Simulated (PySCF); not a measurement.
# A gas-phase reaction: BCl2HS + CH4O → CH3BCl2O + H2S

What reaction energy should one expect for `SB(Cl)Cl` + `CO` → `COB(Cl)Cl` + `S`?

Programs: PySCF 2.14.0. All values are calculated, for the isolated system unless a continuum is named. Atoms count from 0, parts from 1.

### Step 1. Starting point

Each species was relaxed by itself at PBE0-D3(BJ)/def2-SVPD.

### Step 2. Reaction energy: wB97M-D3(BJ)/def2-TZVPD

The job: settings as JSON, then the geometry in Å.

```
{"job": {"kind": "react", "xc": "wB97M-D3(BJ)", "basis": "def2-TZVPD"}, "charge": 0, "multiplicity": 1}
-1 BCl2HS charge 0 multiplicity 1
S     -1.044660    -0.487080    -0.838400
B     -0.015320     0.255080     0.425930
Cl     1.738060     0.205300     0.378650
Cl    -0.818060     1.056730     1.763360
H     -0.031560    -0.952710    -1.601450

-1 CH4O charge 0 multiplicity 1
C     -0.345630    -0.017380    -0.027310
O      0.976560    -0.459990    -0.201240
H     -0.605490     0.124330     1.036430
H     -1.004380    -0.794220    -0.436580
H     -0.549470     0.922770    -0.569270
H      1.584120     0.196630     0.145870

+1 CH3BCl2O charge 0 multiplicity 1
C      0.207160     1.008960    -0.328990
O      0.420570     0.034670     0.671950
B      0.077140    -1.247940     0.629530
Cl    -0.745580    -1.977380    -0.758840
Cl     0.457450    -2.267240     2.013340
H      1.182520     1.410160    -0.633210
H     -0.308470     0.584590    -1.200450
H     -0.395490     1.818940     0.101670

+1 H2S charge 0 multiplicity 1
S     -0.006770     0.615430     0.006580
H     -0.981260    -0.318570    -0.014750
H      0.968440    -0.318050     0.002620
```

With the program's defaults for keys left out, this is: wB97M-D3(BJ)/def2-TZVPD reaction energy of separated species, gas phase.

The run is started by

```
> OMP_NUM_THREADS=1 python cluster_run.py task.json out
```

This one command runs all jobs of the session in turn.

Output:

```text
species 1 (BCl2HS)
coarse grid: 26600 points
cycle   1  E = -1344.2990764802  dE =  5.296e-01  |g| = 4.221e-01  |ddm| = 1.740e+00
cycle   2  E = -1344.3155815127  dE = -1.651e-02  |g| = 4.289e-01  |ddm| = 6.497e-01
cycle   3  E = -1344.3607016109  dE = -4.512e-02  |g| = 3.279e-02  |ddm| = 2.910e-01
cycle   4  E = -1344.3611412876  dE = -4.397e-04  |g| = 1.329e-02  |ddm| = 5.079e-02
cycle   5  E = -1344.3612153533  dE = -7.407e-05  |g| = 4.063e-03  |ddm| = 1.754e-02
cycle   6  E = -1344.3612222423  dE = -6.889e-06  |g| = 7.432e-04  |ddm| = 5.481e-03
final grid: 51824 points
cycle   7  E = -1344.3611272969  dE = -3.381e-07  |g| = 3.970e-04  |ddm| = 1.680e-03
cycle   8  E = -1344.3611273553  dE = -5.836e-08  |g| = 2.596e-04  |ddm| = 6.444e-04
cycle   9  E = -1344.3611273730  dE = -1.775e-08  |g| = 6.303e-05  |ddm| = 2.455e-04
cycle  10  E = -1344.3611273776  dE = -4.596e-09  |g| = 3.467e-05  |ddm| = 1.709e-04
cycle  11  E = -1344.3611273782  dE = -5.282e-10  |g| = 6.382e-06  |ddm| = 4.984e-05
converged SCF energy = -1344.3611273782

species 2 (CH4O)
coarse grid: 20248 points
cycle   1  E = -115.7313804526  dE =  7.120e-02  |g| = 5.636e-01  |ddm| = 1.531e+00
cycle   2  E = -115.7261803229  dE =  5.200e-03  |g| = 6.290e-01  |ddm| = 6.640e-01
cycle   3  E = -115.7900571030  dE = -6.388e-02  |g| = 2.852e-02  |ddm| = 2.810e-01
cycle   4  E = -115.7902153121  dE = -1.582e-04  |g| = 6.697e-03  |ddm| = 3.255e-02
cycle   5  E = -115.7902279240  dE = -1.261e-05  |g| = 1.490e-03  |ddm| = 1.018e-02
cycle   6  E = -115.7902285294  dE = -6.054e-07  |g| = 5.701e-04  |ddm| = 2.219e-03
final grid: 43904 points
cycle   7  E = -115.7902251992  dE = -7.261e-08  |g| = 4.625e-04  |ddm| = 2.056e-03
cycle   8  E = -115.7902252220  dE = -2.277e-08  |g| = 3.454e-04  |ddm| = 5.553e-04
cycle   9  E = -115.7902252478  dE = -2.580e-08  |g| = 1.705e-05  |ddm| = 2.019e-04
cycle  10  E = -115.7902252479  dE = -9.823e-11  |g| = 1.411e-05  |ddm| = 4.153e-05
converged SCF energy = -115.7902252479

species 3 (CH3BCl2O)
coarse grid: 35592 points
cycle   1  E = -1060.6378137247  dE =  7.425e-01  |g| = 6.382e-01  |ddm| = 2.221e+00
cycle   2  E = -1060.6435761033  dE = -5.762e-03  |g| = 7.041e-01  |ddm| = 1.118e+00
cycle   3  E = -1060.7277747576  dE = -8.420e-02  |g| = 5.873e-02  |ddm| = 4.506e-01
cycle   4  E = -1060.7284703700  dE = -6.956e-04  |g| = 3.409e-02  |ddm| = 9.032e-02
cycle   5  E = -1060.7287300504  dE = -2.597e-04  |g| = 5.388e-03  |ddm| = 3.204e-02
cycle   6  E = -1060.7287409567  dE = -1.091e-05  |g| = 1.894e-03  |ddm| = 9.134e-03
cycle   7  E = -1060.7287419800  dE = -1.023e-06  |g| = 4.989e-04  |ddm| = 2.353e-03
final grid: 73232 points
cycle   8  E = -1060.7286469002  dE = -1.310e-07  |g| = 3.928e-04  |ddm| = 5.148e-03
cycle   9  E = -1060.7286469201  dE = -1.985e-08  |g| = 3.277e-04  |ddm| = 8.614e-04
cycle  10  E = -1060.7286469441  dE = -2.406e-08  |g| = 2.844e-05  |ddm| = 2.386e-04
cycle  11  E = -1060.7286469448  dE = -6.808e-10  |g| = 1.867e-05  |ddm| = 1.163e-04
converged SCF energy = -1060.7286469448

species 4 (H2S)
coarse grid: 11264 points
cycle   1  E = -399.4336012177  dE = -1.424e-01  |g| = 1.945e-01  |ddm| = 1.016e+00
cycle   2  E = -399.4459452684  dE = -1.234e-02  |g| = 1.106e-01  |ddm| = 2.399e-01
cycle   3  E = -399.4491446450  dE = -3.199e-03  |g| = 1.578e-02  |ddm| = 9.278e-02
cycle   4  E = -399.4492189865  dE = -7.434e-05  |g| = 4.851e-03  |ddm| = 1.790e-02
cycle   5  E = -399.4492312236  dE = -1.224e-05  |g| = 9.336e-04  |ddm| = 7.536e-03
cycle   6  E = -399.4492319548  dE = -7.312e-07  |g| = 1.776e-04  |ddm| = 2.124e-03
final grid: 22496 points
cycle   7  E = -399.4492196324  dE = -2.327e-08  |g| = 1.134e-04  |ddm| = 6.089e-04
cycle   8  E = -399.4492196353  dE = -2.975e-09  |g| = 6.804e-05  |ddm| = 1.498e-04
cycle   9  E = -399.4492196361  dE = -7.683e-10  |g| = 8.739e-06  |ddm| = 5.991e-05
converged SCF energy = -399.4492196361

Reaction energy = -16.733 kcal/mol
```

Wall time 60 s (1 thread of Arm Neoverse N1, shared host); peak memory 0.8 GiB.

Species by species (with the dispersion term, which the log's SCF energies lack):

```
 ν    species  energy (Eh)  HOMO (eV)
-1   SB(Cl)Cl  -1344.36764     -10.61
-1         CO   -115.79380     -10.52
+1  COB(Cl)Cl  -1060.73754     -11.28
+1          S   -399.45056      -9.89
```

### Step 3. Energies of the species: PBE0-D3(BJ)/def2-TZVPD

Settings changed since step 2:

```diff
@@ -1,2 +1,2 @@
-{"job": {"kind": "react", "xc": "wB97M-D3(BJ)", "basis": "def2-TZVPD"}, "charge": 0, "multiplicity": 1}
+{"job": {"kind": "react", "xc": "PBE0", "basis": "def2-TZVPD", "disp": "d3bj"}, "charge": 0, "multiplicity": 1}
 -1 BCl2HS charge 0 multiplicity 1
```

With the program's defaults for keys left out, this is: PBE0-D3(BJ)/def2-TZVPD reaction energy of separated species, gas phase.

Output:

```text
species 1 (BCl2HS)
coarse grid: 6584 points
cycle   1  E = -1343.7115792200  dE =  4.239e-01  |g| = 2.552e-01  |ddm| = 1.830e+00
cycle   2  E = -1343.7065891386  dE =  4.990e-03  |g| = 3.091e-01  |ddm| = 4.761e-01
cycle   3  E = -1343.7302371289  dE = -2.365e-02  |g| = 5.585e-02  |ddm| = 2.474e-01
cycle   4  E = -1343.7309512122  dE = -7.141e-04  |g| = 2.323e-02  |ddm| = 5.534e-02
cycle   5  E = -1343.7310932529  dE = -1.420e-04  |g| = 2.594e-03  |ddm| = 1.800e-02
cycle   6  E = -1343.7310947571  dE = -1.504e-06  |g| = 1.503e-03  |ddm| = 3.433e-03
final grid: 51824 points
cycle   7  E = -1343.7318536489  dE = -1.975e-05  |g| = 7.381e-03  |ddm| = 4.234e-02
cycle   8  E = -1343.7318467668  dE =  6.882e-06  |g| = 8.241e-03  |ddm| = 1.260e-02
cycle   9  E = -1343.7318636329  dE = -1.687e-05  |g| = 1.335e-03  |ddm| = 7.529e-03
cycle  10  E = -1343.7318640996  dE = -4.667e-07  |g| = 2.913e-04  |ddm| = 9.756e-04
cycle  11  E = -1343.7318641241  dE = -2.452e-08  |g| = 3.933e-05  |ddm| = 2.645e-04
cycle  12  E = -1343.7318641245  dE = -4.015e-10  |g| = 1.330e-05  |ddm| = 3.662e-05
converged SCF energy = -1343.7318641245

species 2 (CH4O)
coarse grid: 4656 points
cycle   1  E = -115.5794535595  dE =  6.211e-02  |g| = 5.864e-01  |ddm| = 1.556e+00
cycle   2  E = -115.4915479137  dE =  8.791e-02  |g| = 9.144e-01  |ddm| = 8.417e-01
cycle   3  E = -115.6420176337  dE = -1.505e-01  |g| = 4.540e-02  |ddm| = 4.746e-01
cycle   4  E = -115.6423452406  dE = -3.276e-04  |g| = 1.801e-02  |ddm| = 3.325e-02
cycle   5  E = -115.6424146222  dE = -6.938e-05  |g| = 4.966e-03  |ddm| = 1.211e-02
cycle   6  E = -115.6424199028  dE = -5.281e-06  |g| = 3.241e-04  |ddm| = 3.586e-03
final grid: 43904 points
cycle   7  E = -115.6393353757  dE = -2.462e-05  |g| = 6.967e-03  |ddm| = 6.646e-02
cycle   8  E = -115.6393283562  dE =  7.019e-06  |g| = 9.369e-03  |ddm| = 7.712e-03
cycle   9  E = -115.6393442750  dE = -1.592e-05  |g| = 8.537e-04  |ddm| = 4.330e-03
cycle  10  E = -115.6393444118  dE = -1.368e-07  |g| = 1.540e-04  |ddm| = 5.575e-04
cycle  11  E = -115.6393444169  dE = -5.084e-09  |g| = 1.637e-05  |ddm| = 9.704e-05
cycle  12  E = -115.6393444170  dE = -4.673e-11  |g| = 2.285e-06  |ddm| = 1.603e-05
converged SCF energy = -115.6393444170

species 3 (CH3BCl2O)
coarse grid: 8368 points
cycle   1  E = -1060.0735058935  dE =  5.812e-01  |g| = 5.693e-01  |ddm| = 2.333e+00
cycle   2  E = -1059.9812822416  dE =  9.222e-02  |g| = 9.209e-01  |ddm| = 1.134e+00
cycle   3  E = -1060.1317698019  dE = -1.505e-01  |g| = 9.051e-02  |ddm| = 6.109e-01
cycle   4  E = -1060.1333548664  dE = -1.585e-03  |g| = 3.640e-02  |ddm| = 1.088e-01
cycle   5  E = -1060.1336025727  dE = -2.477e-04  |g| = 9.415e-03  |ddm| = 3.605e-02
cycle   6  E = -1060.1336235127  dE = -2.094e-05  |g| = 2.830e-03  |ddm| = 9.571e-03
cycle   7  E = -1060.1336254731  dE = -1.960e-06  |g| = 4.027e-04  |ddm| = 2.609e-03
final grid: 73232 points
cycle   8  E = -1060.1320619237  dE = -4.387e-05  |g| = 8.815e-03  |ddm| = 1.089e-01
cycle   9  E = -1060.1320461513  dE =  1.577e-05  |g| = 1.301e-02  |ddm| = 1.151e-02
cycle  10  E = -1060.1320746301  dE = -2.848e-05  |g| = 1.359e-03  |ddm| = 7.528e-03
cycle  11  E = -1060.1320749825  dE = -3.524e-07  |g| = 2.872e-04  |ddm| = 1.160e-03
cycle  12  E = -1060.1320750010  dE = -1.856e-08  |g| = 6.248e-05  |ddm| = 2.586e-04
cycle  13  E = -1060.1320750017  dE = -7.024e-10  |g| = 2.241e-05  |ddm| = 7.031e-05
converged SCF energy = -1060.1320750017

species 4 (H2S)
coarse grid: 2864 points
cycle   1  E = -399.2518633475  dE = -9.250e-02  |g| = 1.630e-01  |ddm| = 1.023e+00
cycle   2  E = -399.2538575343  dE = -1.994e-03  |g| = 1.600e-01  |ddm| = 2.978e-01
cycle   3  E = -399.2614718469  dE = -7.614e-03  |g| = 1.497e-02  |ddm| = 1.477e-01
cycle   4  E = -399.2614864591  dE = -1.461e-05  |g| = 1.103e-03  |ddm| = 5.881e-03
cycle   5  E = -399.2614868395  dE = -3.804e-07  |g| = 6.136e-04  |ddm| = 1.717e-03
final grid: 22496 points
cycle   6  E = -399.2625175242  dE = -7.084e-06  |g| = 4.896e-03  |ddm| = 1.692e-02
cycle   7  E = -399.2625181568  dE = -6.325e-07  |g| = 3.960e-03  |ddm| = 6.698e-03
cycle   8  E = -399.2625210889  dE = -2.932e-06  |g| = 2.911e-04  |ddm| = 3.504e-03
cycle   9  E = -399.2625211167  dE = -2.777e-08  |g| = 3.583e-05  |ddm| = 2.357e-04
cycle  10  E = -399.2625211170  dE = -3.601e-10  |g| = 6.382e-06  |ddm| = 2.919e-05
converged SCF energy = -399.2625211170

Reaction energy = -14.573 kcal/mol
```

Run time: 32 s. Hardware: 1 thread of Arm Neoverse N1, shared host; peak memory 0.65 GiB.

Reaction energy at this level: -14.57 kcal/mol.

### Step 4. Side by side

Energies in kcal/mol, with wall time:

```
                    run  reaction  time
wB97M-D3(BJ)/def2-TZVPD    -16.73  60 s
 PBE0-D3(BJ)/def2-TZVPD    -14.57  32 s
```

### Step 5. What came out

```
                                                quantity                      value
               reaction energy (wB97M-D3(BJ)/def2-TZVPD)            -16.73 kcal/mol
                     ΔH, ΔG at 298 K (xTB thermal terms)      -18.4, -17.8 kcal/mol
range of the reaction energy over the runs of this table  -16.73 to -14.57 kcal/mol
```

The reaction is exothermic by 18.4 kcal/mol in the gas phase; dispersion gives -0.09, and xTB itself gave -22.14 for the electronic energy (xTB energies and thermal terms come from the earlier relaxation of each species, not shown). No barrier was sought. The reaction energy runs from -16.73 (wB97M-D3(BJ)/def2-TZVPD) to -14.57 kcal/mol (PBE0-D3(BJ)/def2-TZVPD).
